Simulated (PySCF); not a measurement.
**C₂H₈GaNSi: core binding energies at several levels of theory**

How much do the core binding energies of C₂H₈GaNSi (`C=[CH][GaH][NH][SiH3]`) depend on the level of theory, and what does each level cost?

Programs: PySCF 2.14.0, with density-fitted response routines of our own. Each step states its level of theory. These are calculated values for one molecule in the gas phase, unless marked as measured. Atoms are numbered from 0 throughout.

### Step 1. The molecule as given

13 atoms, charge 0, multiplicity 1; geometry from: PBE0-D3(BJ)/def2-SVP.

Bonds of the start (Å): C0–C1 1.34, C1–Ga2 1.95, Ga2–N3 1.84, N3–Si4 1.74, C0–H5 1.10, C0–H6 1.10, C1–H7 1.10, Ga2–H8 1.56, N3–H9 1.02, Si4–H10 1.49, Si4–H11 1.50, Si4–H12 1.50.

### Step 2. Core holes by ΔSCF: SCAN, X2C

Job settings and geometry (Å):

```
{"job": {"kind": "xps"}, "charge": 0, "multiplicity": 1}
C      3.195090    -0.078099    -0.412325
C      2.000793    -0.600963    -0.100397
Ga     0.350689     0.383897    -0.408116
N     -1.233853    -0.411875     0.070829
Si    -2.847203     0.222618    -0.041772
H      4.137358    -0.613318    -0.240536
H      3.293903     0.918827    -0.859336
H      1.986838    -1.604825     0.344605
H      0.279634     1.814067    -1.032595
H     -1.151369    -1.342247     0.474333
H     -2.754753     1.584918    -0.646619
H     -3.515551     0.334262     1.295957
H     -3.739691    -0.625313    -0.897520
```

With the program's defaults for keys left out, this is: delta-SCF UKS SCAN, pcX-2 on the ionised atom, pcseg-1 elsewhere, spin-free X2C.

Started as:

```console
> OMP_NUM_THREADS=1 python probes_run.py task.json out
```

One launch serves the whole session: the jobs run in the order shown.

The program printed:

```text
ground state, core basis on atom 0 (C), 158 functions
  cycle   1  E = -2365.39133891  |g| = 6.25e-01
  cycle   2  E = -2365.13003847  |g| = 1.16e+00
  cycle   3  E = -2365.47234097  |g| = 2.24e-01
  cycle   4  E = -2365.48628045  |g| = 5.19e-02
  cycle   5  E = -2365.48702777  |g| = 1.46e-02
  cycle   6  E = -2365.48709644  |g| = 5.06e-03
  cycle   7  E = -2365.48709860  |g| = 3.48e-03
  cycle   8  E = -2365.48710392  |g| = 3.98e-04
  E(ground) = -2365.78264797 Eh
hole in C 1s of atom 0
  cycle   1  E = -2354.22680270  |g| = 1.50e+00
  cycle   2  E = -2352.28145911  |g| = 2.13e+00
  cycle   3  E = -2354.39704055  |g| = 8.31e-01
  cycle   4  E = -2354.70077230  |g| = 4.80e-01
  cycle   5  E = -2354.80191717  |g| = 1.54e-01
  cycle   6  E = -2354.80899480  |g| = 8.75e-02
  cycle   7  E = -2354.81417212  |g| = 1.40e-02
  cycle   8  E = -2354.81424101  |g| = 1.04e-02
  cycle   9  E = -2354.81435038  |g| = 3.28e-03
  cycle  10  E = -2354.81437446  |g| = 1.84e-03
  cycle  11  E = -2354.81438106  |g| = 7.29e-04
  cycle  12  E = -2354.81438336  |g| = 2.70e-04
  E(ion) = -2355.10902448 Eh   <S^2> = 0.8047   hole on atom = 1.000   binding energy = 290.444 eV
ground state, core basis on atom 1 (C), 158 functions
  cycle   1  E = -2365.48820669  |g| = 6.12e-02
  cycle   2  E = -2365.48746466  |g| = 5.90e-02
  cycle   3  E = -2365.48794814  |g| = 4.06e-02
  cycle   4  E = -2365.48841023  |g| = 3.30e-03
  cycle   5  E = -2365.48841486  |g| = 7.90e-04
  cycle   6  E = -2365.48841277  |g| = 4.10e-04
  E(ground) = -2365.78389123 Eh
hole in C 1s of atom 1
  cycle   1  E = -2354.23969020  |g| = 1.51e+00
  cycle   2  E = -2351.88197719  |g| = 2.22e+00
  cycle   3  E = -2354.45525356  |g| = 7.58e-01
  cycle   4  E = -2354.71341853  |g| = 4.84e-01
  cycle   5  E = -2354.81488902  |g| = 1.80e-01
  cycle   6  E = -2354.82866770  |g| = 6.94e-02
  cycle   7  E = -2354.83119608  |g| = 2.10e-02
  cycle   8  E = -2354.83152793  |g| = 7.48e-03
  cycle   9  E = -2354.83163452  |g| = 4.63e-03
  cycle  10  E = -2354.83169332  |g| = 3.31e-03
  cycle  11  E = -2354.83172588  |g| = 1.94e-03
  cycle  12  E = -2354.83173917  |g| = 6.59e-04
  cycle  13  E = -2354.83174142  |g| = 4.17e-04
  E(ion) = -2355.12614423 Eh   <S^2> = 0.8228   hole on atom = 1.000   binding energy = 290.012 eV
ground state, core basis on atom 3 (N), 158 functions
  cycle   1  E = -2365.50241740  |g| = 7.24e-02
  cycle   2  E = -2365.50229412  |g| = 2.58e-02
  cycle   3  E = -2365.50191466  |g| = 4.44e-02
  cycle   4  E = -2365.50248869  |g| = 3.67e-03
  cycle   5  E = -2365.50248610  |g| = 5.44e-04
  cycle   6  E = -2365.50248680  |g| = 2.07e-04
  E(ground) = -2365.79576169 Eh
hole in N 1s of atom 3
  cycle   1  E = -2349.93177288  |g| = 1.87e+00
  cycle   2  E = -2349.10963456  |g| = 2.17e+00
  cycle   3  E = -2350.59090924  |g| = 4.21e-01
  cycle   4  E = -2350.62133464  |g| = 2.59e-01
  cycle   5  E = -2350.66238664  |g| = 8.60e-02
  cycle   6  E = -2350.66607719  |g| = 3.86e-02
  cycle   7  E = -2350.66687198  |g| = 7.45e-03
  cycle   8  E = -2350.66690490  |g| = 2.63e-03
  cycle   9  E = -2350.66690734  |g| = 6.30e-04
  cycle  10  E = -2350.66690809  |g| = 2.16e-04
  E(ion) = -2350.95983375 Eh   <S^2> = 0.7671   hole on atom = 1.000   binding energy = 403.706 eV
ground state, core basis on atom 4 (Si), 169 functions
  cycle   1  E = -2365.58379236  |g| = 2.88e-01
  cycle   2  E = -2365.58386252  |g| = 4.45e-02
  cycle   3  E = -2365.58381543  |g| = 3.77e-02
  cycle   4  E = -2365.58398980  |g| = 1.56e-02
  cycle   5  E = -2365.58405000  |g| = 1.75e-03
  cycle   6  E = -2365.58405197  |g| = 2.27e-04
  E(ground) = -2365.83809094 Eh
hole in Si 1s of atom 4
  cycle   1  E = -2296.66021682  |g| = 4.35e+00
  cycle   2  E = -2294.99934568  |g| = 2.45e+00
  cycle   3  E = -2285.32286909  |g| = 3.46e+00
  cycle   4  E = -2297.51032551  |g| = 5.78e-01
  cycle   5  E = -2297.63052079  |g| = 4.06e-01
  cycle   6  E = -2297.70351607  |g| = 1.37e-01
  cycle   7  E = -2297.71449506  |g| = 4.13e-02
  cycle   8  E = -2297.71525660  |g| = 2.17e-02
  cycle   9  E = -2297.71546103  |g| = 1.15e-02
  cycle  10  E = -2297.71553000  |g| = 2.60e-03
  cycle  11  E = -2297.71553150  |g| = 8.85e-04
  cycle  12  E = -2297.71553256  |g| = 1.49e-04
  E(ion) = -2297.97736309 Eh   <S^2> = 0.7521   hole on atom = 1.000   binding energy = 1846.584 eV
hole in Si 2p of atom 4
  cycle   1  E = -2361.32049321  |g| = 1.23e+00
  cycle   2  E = -2359.50008870  |g| = 1.57e+00
  cycle   3  E = -2359.21014372  |g| = 1.58e+00
  cycle   4  E = -2361.55363906  |g| = 3.76e-01
  cycle   5  E = -2361.60415930  |g| = 2.65e-01
  cycle   6  E = -2361.63827461  |g| = 7.99e-02
  cycle   7  E = -2361.64104811  |g| = 5.06e-02
  cycle   8  E = -2361.64234394  |g| = 2.75e-02
  cycle   9  E = -2361.64276309  |g| = 4.43e-03
  cycle  10  E = -2361.64277420  |g| = 1.11e-03
  cycle  11  E = -2361.64277301  |g| = 2.97e-04
  E(ion) = -2361.90824070 Eh   <S^2> = 0.7518   hole on atom = 1.002   binding energy = 106.937 eV
  2p3/2 = 106.713 eV   2p1/2 = 107.336 eV
```

It took 37 s on 1 thread of Arm Neoverse V1, shared host; peak memory 0.56 GiB.

The holes in one table. −ε is the ground-state orbital energy:

```tsv
hole	stands for	environment	ΔSCF (eV; 2p as the shell's mean)	−ε (eV)	⟨S²⟩
C1s on C0	C0	terminal =CH2 carbon	290.44	274.1	0.805
C1s on C1	C1	alkene CH	290.01	273.7	0.823
N1s on N3	N3	nitrogen bonded to Ga, Si, H	403.71	385.5	0.767
Si1s on Si4	Si4	silicon bonded to N, 3 H	1846.58	1793.3	0.752
Si2p on Si4	Si4	silicon bonded to N, 3 H	106.92	96.1	0.752
```

With the spin-orbit splitting: Si4 2p3/2 106.71, 2p1/2 107.34 eV. The table gives each 2p level as the mean over the whole 2p shell (two parts 2p3/2, one part 2p1/2), which differs a little from the single hole in the log.

### Step 3. X-ray photoelectron lines: B3LYP, X2C

Settings changed since step 2:

```diff
@@ -1,2 +1,2 @@
-{"job": {"kind": "xps"}, "charge": 0, "multiplicity": 1}
+{"job": {"kind": "xps", "xc": "B3LYP"}, "charge": 0, "multiplicity": 1}
 C      3.195090    -0.078099    -0.412325
```

Level: delta-SCF UKS B3LYP, pcX-2 on the ionised atom, pcseg-1 elsewhere, spin-free X2C.

The program printed:

```text
ground state, core basis on atom 0 (C), 158 functions
  cycle   1  E = -2365.64669570  |g| = 5.54e-01
  cycle   2  E = -2365.50764727  |g| = 9.28e-01
  cycle   3  E = -2365.71533637  |g| = 1.43e-01
  cycle   4  E = -2365.72044544  |g| = 3.85e-02
  cycle   5  E = -2365.72084800  |g| = 6.54e-03
  cycle   6  E = -2365.72086364  |g| = 7.39e-04
  cycle   7  E = -2365.72086320  |g| = 6.39e-04
  cycle   8  E = -2365.72086270  |g| = 8.21e-05
  E(ground) = -2365.72399198 Eh
hole in C 1s of atom 0
  cycle   1  E = -2354.46466233  |g| = 1.51e+00
  cycle   2  E = -2352.65852242  |g| = 2.10e+00
  cycle   3  E = -2354.68691588  |g| = 7.84e-01
  cycle   4  E = -2354.96616911  |g| = 4.01e-01
  cycle   5  E = -2355.03519354  |g| = 1.13e-01
  cycle   6  E = -2355.04011178  |g| = 4.55e-02
  cycle   7  E = -2355.04117231  |g| = 9.88e-03
  cycle   8  E = -2355.04126145  |g| = 3.57e-03
  cycle   9  E = -2355.04127773  |g| = 1.75e-03
  cycle  10  E = -2355.04128334  |g| = 8.31e-04
  cycle  11  E = -2355.04128675  |g| = 3.89e-04
  E(ion) = -2355.04439087 Eh   <S^2> = 0.7744   hole on atom = 1.000   binding energy = 290.607 eV
ground state, core basis on atom 1 (C), 158 functions
  cycle   1  E = -2365.72158028  |g| = 4.30e-02
  cycle   2  E = -2365.72142530  |g| = 2.95e-02
  cycle   3  E = -2365.72148064  |g| = 2.54e-02
  cycle   4  E = -2365.72164938  |g| = 2.51e-03
  cycle   5  E = -2365.72165087  |g| = 2.29e-04
  E(ground) = -2365.72481245 Eh
hole in C 1s of atom 1
  cycle   1  E = -2354.47786097  |g| = 1.52e+00
  cycle   2  E = -2352.26847824  |g| = 2.18e+00
  cycle   3  E = -2354.74847190  |g| = 7.06e-01
  cycle   4  E = -2354.98362230  |g| = 4.03e-01
  cycle   5  E = -2355.05210405  |g| = 1.31e-01
  cycle   6  E = -2355.05908618  |g| = 5.25e-02
  cycle   7  E = -2355.06036747  |g| = 1.11e-02
  cycle   8  E = -2355.06047034  |g| = 2.88e-03
  cycle   9  E = -2355.06049567  |g| = 1.71e-03
  cycle  10  E = -2355.06050626  |g| = 8.91e-04
  cycle  11  E = -2355.06050995  |g| = 2.68e-04
  E(ion) = -2355.06364135 Eh   <S^2> = 0.7768   hole on atom = 1.000   binding energy = 290.105 eV
ground state, core basis on atom 3 (N), 158 functions
  cycle   1  E = -2365.73415784  |g| = 5.67e-02
  cycle   2  E = -2365.73377651  |g| = 4.92e-02
  cycle   3  E = -2365.73410002  |g| = 3.17e-02
  cycle   4  E = -2365.73431933  |g| = 2.88e-03
  cycle   5  E = -2365.73432030  |g| = 4.49e-04
  E(ground) = -2365.73737340 Eh
hole in N 1s of atom 3
  cycle   1  E = -2350.17724170  |g| = 1.88e+00
  cycle   2  E = -2349.52918559  |g| = 2.11e+00
  cycle   3  E = -2350.86440379  |g| = 3.17e-01
  cycle   4  E = -2350.89305206  |g| = 1.31e-01
  cycle   5  E = -2350.90220275  |g| = 4.39e-02
  cycle   6  E = -2350.90314469  |g| = 1.42e-02
  cycle   7  E = -2350.90324938  |g| = 3.31e-03
  cycle   8  E = -2350.90325616  |g| = 6.09e-04
  cycle   9  E = -2350.90325764  |g| = 2.24e-04
  E(ion) = -2350.90643612 Eh   <S^2> = 0.7596   hole on atom = 1.000   binding energy = 403.570 eV
ground state, core basis on atom 4 (Si), 169 functions
  cycle   1  E = -2365.79013630  |g| = 1.68e-01
  cycle   2  E = -2365.78990164  |g| = 6.25e-02
  cycle   3  E = -2365.78953107  |g| = 6.79e-02
  cycle   4  E = -2365.79050089  |g| = 1.37e-02
  cycle   5  E = -2365.79054111  |g| = 1.06e-03
  cycle   6  E = -2365.79054277  |g| = 2.32e-04
  E(ground) = -2365.79359155 Eh
hole in Si 1s of atom 4
  cycle   1  E = -2296.90349930  |g| = 4.39e+00
  cycle   2  E = -2295.44047213  |g| = 2.38e+00
  cycle   3  E = -2289.93514065  |g| = 3.21e+00
  cycle   4  E = -2297.79668322  |g| = 5.43e-01
  cycle   5  E = -2297.93732553  |g| = 2.78e-01
  cycle   6  E = -2297.96951658  |g| = 1.26e-01
  cycle   7  E = -2297.97753171  |g| = 3.33e-02
  cycle   8  E = -2297.97810165  |g| = 1.13e-02
  cycle   9  E = -2297.97816013  |g| = 5.16e-03
  cycle  10  E = -2297.97817265  |g| = 1.51e-03
  cycle  11  E = -2297.97817526  |g| = 4.17e-04
  E(ion) = -2297.98120031 Eh   <S^2> = 0.7518   hole on atom = 1.000   binding energy = 1845.269 eV
hole in Si 2p of atom 4
  cycle   1  E = -2361.53371472  |g| = 1.22e+00
  cycle   2  E = -2361.54773891  |g| = 9.70e-01
  cycle   3  E = -2361.84356815  |g| = 1.74e-01
  cycle   4  E = -2361.85612048  |g| = 9.83e-02
  cycle   5  E = -2361.85994718  |g| = 3.96e-02
  cycle   6  E = -2361.86070830  |g| = 7.19e-03
  cycle   7  E = -2361.86073603  |g| = 1.78e-03
  cycle   8  E = -2361.86073739  |g| = 7.86e-04
  cycle   9  E = -2361.86073938  |g| = 3.99e-04
  E(ion) = -2361.86379023 Eh   <S^2> = 0.7521   hole on atom = 1.002   binding energy = 106.935 eV
  2p3/2 = 106.717 eV   2p1/2 = 107.336 eV
```

Wall time 56 s (1 thread of Arm Neoverse V1, shared host); peak memory 0.66 GiB.

Binding energies by hole, beside the orbital energy of the ground state; the difference holds orbital relaxation and, for a density functional, its self-interaction error:

```tsv
hole	stands for	environment	ΔSCF (eV; 2p as the shell's mean)	−ε (eV)	⟨S²⟩
C1s on C0	C0	terminal =CH2 carbon	290.61	277.4	0.774
C1s on C1	C1	alkene CH	290.11	277.0	0.777
N1s on N3	N3	nitrogen bonded to Ga, Si, H	403.57	389.2	0.760
Si1s on Si4	Si4	silicon bonded to N, 3 H	1845.27	1802.9	0.752
Si2p on Si4	Si4	silicon bonded to N, 3 H	106.92	98.7	0.752
```

With the spin-orbit splitting: Si4 2p3/2 106.72, 2p1/2 107.34 eV. The table gives each 2p level as the mean over the whole 2p shell (two parts 2p3/2, one part 2p1/2), which differs a little from the single hole in the log.

### Step 4. Core-electron binding energies: PBE0, X2C

Settings changed since step 3:

```diff
@@ -1,2 +1,2 @@
-{"job": {"kind": "xps", "xc": "B3LYP"}, "charge": 0, "multiplicity": 1}
+{"job": {"kind": "xps", "xc": "PBE0"}, "charge": 0, "multiplicity": 1}
 C      3.195090    -0.078099    -0.412325
```

Method: delta-SCF UKS PBE0, pcX-2 on the ionised atom, pcseg-1 elsewhere, spin-free X2C.

The program printed:

```text
ground state, core basis on atom 0 (C), 158 functions
  cycle   1  E = -2365.03149777  |g| = 4.81e-01
  cycle   2  E = -2364.96147519  |g| = 7.20e-01
  cycle   3  E = -2365.08484995  |g| = 1.04e-01
  cycle   4  E = -2365.08745598  |g| = 3.07e-02
  cycle   5  E = -2365.08770680  |g| = 4.54e-03
  cycle   6  E = -2365.08771737  |g| = 3.86e-04
  E(ground) = -2365.09080897 Eh
hole in C 1s of atom 0
  cycle   1  E = -2353.85188421  |g| = 1.51e+00
  cycle   2  E = -2352.21141307  |g| = 1.99e+00
  cycle   3  E = -2354.10186642  |g| = 7.48e-01
  cycle   4  E = -2354.37000314  |g| = 3.46e-01
  cycle   5  E = -2354.42260408  |g| = 1.02e-01
  cycle   6  E = -2354.42697980  |g| = 3.25e-02
  cycle   7  E = -2354.42753905  |g| = 9.89e-03
  cycle   8  E = -2354.42762910  |g| = 3.68e-03
  cycle   9  E = -2354.42765825  |g| = 2.22e-03
  cycle  10  E = -2354.42767194  |g| = 1.12e-03
  cycle  11  E = -2354.42767677  |g| = 4.15e-04
  E(ion) = -2354.43075308 Eh   <S^2> = 0.7855   hole on atom = 1.000   binding energy = 290.075 eV
ground state, core basis on atom 1 (C), 158 functions
  cycle   1  E = -2365.08900905  |g| = 5.92e-02
  cycle   2  E = -2365.08885168  |g| = 3.05e-02
  cycle   3  E = -2365.08881107  |g| = 3.28e-02
  cycle   4  E = -2365.08909295  |g| = 7.89e-04
  cycle   5  E = -2365.08909355  |g| = 1.59e-04
  E(ground) = -2365.09221608 Eh
hole in C 1s of atom 1
  cycle   1  E = -2353.86390634  |g| = 1.52e+00
  cycle   2  E = -2351.83458988  |g| = 2.07e+00
  cycle   3  E = -2354.15316674  |g| = 6.82e-01
  cycle   4  E = -2354.38873230  |g| = 3.45e-01
  cycle   5  E = -2354.43972631  |g| = 1.16e-01
  cycle   6  E = -2354.44567439  |g| = 3.94e-02
  cycle   7  E = -2354.44639926  |g| = 1.17e-02
  cycle   8  E = -2354.44652029  |g| = 3.74e-03
  cycle   9  E = -2354.44657266  |g| = 2.33e-03
  cycle  10  E = -2354.44660040  |g| = 1.07e-03
  cycle  11  E = -2354.44660403  |g| = 2.57e-04
  E(ion) = -2354.44969572 Eh   <S^2> = 0.7906   hole on atom = 1.000   binding energy = 289.598 eV
ground state, core basis on atom 3 (N), 158 functions
  cycle   1  E = -2365.10135460  |g| = 7.63e-02
  cycle   2  E = -2365.10103000  |g| = 4.77e-02
  cycle   3  E = -2365.10119249  |g| = 4.07e-02
  cycle   4  E = -2365.10156704  |g| = 3.98e-03
  cycle   5  E = -2365.10157119  |g| = 3.50e-04
  E(ground) = -2365.10461602 Eh
hole in N 1s of atom 3
  cycle   1  E = -2349.55812002  |g| = 1.88e+00
  cycle   2  E = -2349.06542931  |g| = 1.98e+00
  cycle   3  E = -2350.25316584  |g| = 2.95e-01
  cycle   4  E = -2350.28036076  |g| = 1.01e-01
  cycle   5  E = -2350.28548213  |g| = 3.66e-02
  cycle   6  E = -2350.28614630  |g| = 1.07e-02
  cycle   7  E = -2350.28620498  |g| = 3.04e-03
  cycle   8  E = -2350.28621145  |g| = 6.78e-04
  cycle   9  E = -2350.28621226  |g| = 2.06e-04
  E(ion) = -2350.28938337 Eh   <S^2> = 0.7619   hole on atom = 1.000   binding energy = 403.143 eV
ground state, core basis on atom 4 (Si), 169 functions
  cycle   1  E = -2365.15634190  |g| = 2.11e-01
  cycle   2  E = -2365.15602546  |g| = 6.04e-02
  cycle   3  E = -2365.15536849  |g| = 7.79e-02
  cycle   4  E = -2365.15671000  |g| = 8.78e-03
  cycle   5  E = -2365.15672539  |g| = 7.02e-04
  cycle   6  E = -2365.15672468  |g| = 1.80e-04
  E(ground) = -2365.15972480 Eh
hole in Si 1s of atom 4
  cycle   1  E = -2296.30202961  |g| = 4.38e+00
  cycle   2  E = -2296.75431020  |g| = 1.86e+00
  cycle   3  E = -2297.25050679  |g| = 4.97e-01
  cycle   4  E = -2297.35482030  |g| = 2.07e-01
  cycle   5  E = -2297.37267459  |g| = 8.97e-02
  cycle   6  E = -2297.37659600  |g| = 1.07e-02
  cycle   7  E = -2297.37664138  |g| = 5.22e-03
  cycle   8  E = -2297.37665720  |g| = 1.26e-03
  cycle   9  E = -2297.37665885  |g| = 5.15e-04
  cycle  10  E = -2297.37665840  |g| = 1.52e-04
  E(ion) = -2297.37965449 Eh   <S^2> = 0.7518   hole on atom = 1.000   binding energy = 1844.390 eV
hole in Si 2p of atom 4
  cycle   1  E = -2360.91397118  |g| = 1.22e+00
  cycle   2  E = -2360.98979497  |g| = 8.82e-01
  cycle   3  E = -2361.22776577  |g| = 1.50e-01
  cycle   4  E = -2361.23682497  |g| = 8.36e-02
  cycle   5  E = -2361.23964950  |g| = 3.10e-02
  cycle   6  E = -2361.24012173  |g| = 4.69e-03
  cycle   7  E = -2361.24013267  |g| = 1.53e-03
  cycle   8  E = -2361.24013409  |g| = 6.91e-04
  cycle   9  E = -2361.24013440  |g| = 3.38e-04
  E(ion) = -2361.24315332 Eh   <S^2> = 0.7526   hole on atom = 1.002   binding energy = 106.575 eV
  2p3/2 = 106.358 eV   2p1/2 = 106.974 eV
```

Run time: 54 s. Hardware: 1 thread of Arm Neoverse V1, shared host; peak memory 0.67 GiB.

The holes in one table. −ε is the ground-state orbital energy:

```tsv
hole	stands for	environment	ΔSCF (eV; 2p as the shell's mean)	−ε (eV)	⟨S²⟩
C1s on C0	C0	terminal =CH2 carbon	290.07	278.8	0.785
C1s on C1	C1	alkene CH	289.60	278.5	0.791
N1s on N3	N3	nitrogen bonded to Ga, Si, H	403.14	391.1	0.762
Si1s on Si4	Si4	silicon bonded to N, 3 H	1844.39	1806.6	0.752
Si2p on Si4	Si4	silicon bonded to N, 3 H	106.56	99.5	0.753
```

With the spin-orbit splitting: Si4 2p3/2 106.36, 2p1/2 106.97 eV. The table gives each 2p level as the mean over the whole 2p shell (two parts 2p3/2, one part 2p1/2), which differs a little from the single hole in the log.

[end of part 1 of 3]
